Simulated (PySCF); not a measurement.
# RuF3: relaxation and vibrations of the quartet

The task is one start of a wider search on RuF3: the quartet, from a T-shaped start. It is relaxed, tested by its Hessian and followed downhill if it is a saddle.

Program: PySCF 2.14.0. Level of theory: PBE0, basis Ru def2-TZVP with ECP28, F def2-TZVP, scalar-relativistic core potentials, no spin–orbit coupling, density fitting. These are calculated values, not measurements.

**1. The starting structure**

4 atoms, charge 0, spin multiplicity 4.

Bond lengths: Ru1–F2 1.890 Å, Ru1–F3 1.890 Å, Ru1–F4 1.890 Å. Angles: F2–Ru1–F3 88.0°, F2–Ru1–F4 88.0°, F3–Ru1–F4 176.0°.

Z-matrix (Å, degrees; charge 0 multiplicity 4):
```
Ru
F  1 1.8900
F  1 1.8900 2 88.00
F  1 1.8900 2 88.00 3 180.00
```

**2. The SCF at the typed geometry**

One driver script runs all steps and calls PySCF; scf.py shows how it sets up the SCF of each step. The optimiser is the driver's own. After this first run the driver tries any further starts and a stability analysis.

The input, scf.py:

```python
from pyscf import gto, scf, dft
mol = gto.M(atom='''
Ru     0.000000     0.000000     0.000000
F      0.000000     0.000000     1.890000
F      1.888800     0.000000     0.066000
F     -1.888800     0.000000     0.066000''',
    basis={'Ru': 'def2-TZVP', 'F': 'def2-TZVP'},
    ecp={'Ru': 'def2-TZVP'},
    charge=0, spin=3)
mf = dft.UKS(mol, xc='PBE0')
mf.grids.atom_grid = (50, 194)
aux = {'Ru': 'def2-universal-JKFIT', 'F': 'def2-universal-JKFIT'}
mf = mf.density_fit(auxbasis=aux)
mf.conv_tol = 1e-08
mf.diis_space = 10
mf.max_cycle = 60
mf.init_guess = 'minao'
mf.verbose = 4
mf.kernel()
```

Launch:

```
$ OMP_NUM_THREADS=4 python axn.py task.json out
```

The runs that follow: Relaxing the quartet from the T-shaped start; Is it a minimum? Harmonic modes.

Before running it: what results should come out? Wanted: minimum; geometry; wavenumbers; dipole moment; highest occupied, lowest empty level; polar-tensor charge of Ru1; zero-point energy; atomisation energy; ⟨S²⟩.

As calculated:

| quantity | value |
| --- | --- |
| minimum | quartet, C2v |
| geometry | Ru–F 1.839 Å (×2), Ru–F 1.853 Å; F–Ru–F 98.3° (×2), F–Ru–F 163.4° |
| wavenumbers (cm⁻¹) | 137 (b1), 155 (b2), 196 (a1), 647 (a1), 680 (a1), 701 (b2) |
| dipole moment | 2.59 D |
| highest occupied, lowest empty level (either spin) | -8.27, -4.59 eV |
| polar-tensor charge of Ru1 | +1.94 e |
| zero-point energy | 15.0 kJ/mol |
| entropy at 298.15 K | 321.7 J/(mol K) |
| atomisation energy (no zero-point energy) | 1200 kJ/mol |
| ⟨S²⟩ | 3.759 |

The molecule stays C2v, as typed, and the end point is a minimum. In the infrared the band at 701 cm⁻¹ (b2, stretch) leads. Most of the spin sits on Ru1 (Mulliken spin 2.65, against 3 for the whole molecule). Other starts or spin states, not run here, may lie lower. One determinant may miss the lowest occupation of an open d or f shell.
